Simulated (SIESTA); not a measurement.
Crystal: TlPt.

```xyz
6
Lattice="5.6050 0.0000 0.0000 -2.8025 4.8541 0.0000 0.0000 0.0000 4.6390" Properties=species:S:1:pos:R:3 pbc="T T T"
Tl   -1.4013    2.4270    0.0000
Tl    1.4013    2.4270    0.0000
Tl    2.8025    0.0000    0.0000
Pt    2.8025    1.6180    2.3195
Pt    0.0000    3.2360    2.3195
Pt    0.0000    0.0000    0.0000
```

Base run:

* Program: SIESTA 5.4.2
* Functional: PBEsol
* Potentials or basis: PseudoDojo 0.4 standard (PBEsol files, fully relativistic)
* Basis: DZP (energy shift 0.003 Ry; two zetas on semicore shells)
* Grid cutoff: 800 Ry
* Energy shift: 0.003 Ry
* k mesh: 4 × 4 × 4
* Occupations: fermi-dirac, width 0.05 eV
* Spin: non-collinear spin, zero start, spin-orbit coupling
* Starting moments: [[0.0, 0.0, 0.0], [0.0, 0.0, 0.0], [0.0, 0.0, 0.0], [0.0, 0.0, 0.0], [0.0, 0.0, 0.0], [0.0, 0.0, 0.0]] μB

Its results: band gap on the k mesh none (metal or under the smearing width); pressure 9.0 GPa.

The run is repeated on the same cell with these changes: potentials or basis from PseudoDojo 0.4 standard (PBEsol files, fully relativistic) to PseudoDojo 0.4 standard (PBEsol files); spin from non-collinear spin, zero start, spin-orbit coupling to no spin polarisation. What comes out?

Band gap on the k mesh none (metal or under the smearing width); pressure 10.2 GPa.

Caveats: short orbitals over semicore shells can move pressures by several GPa; the basis of atomic orbitals isn't converged, which shifts pressures, moduli and gaps; spin-orbit coupling is left out, which moves the levels of the heavy elements (some runs).
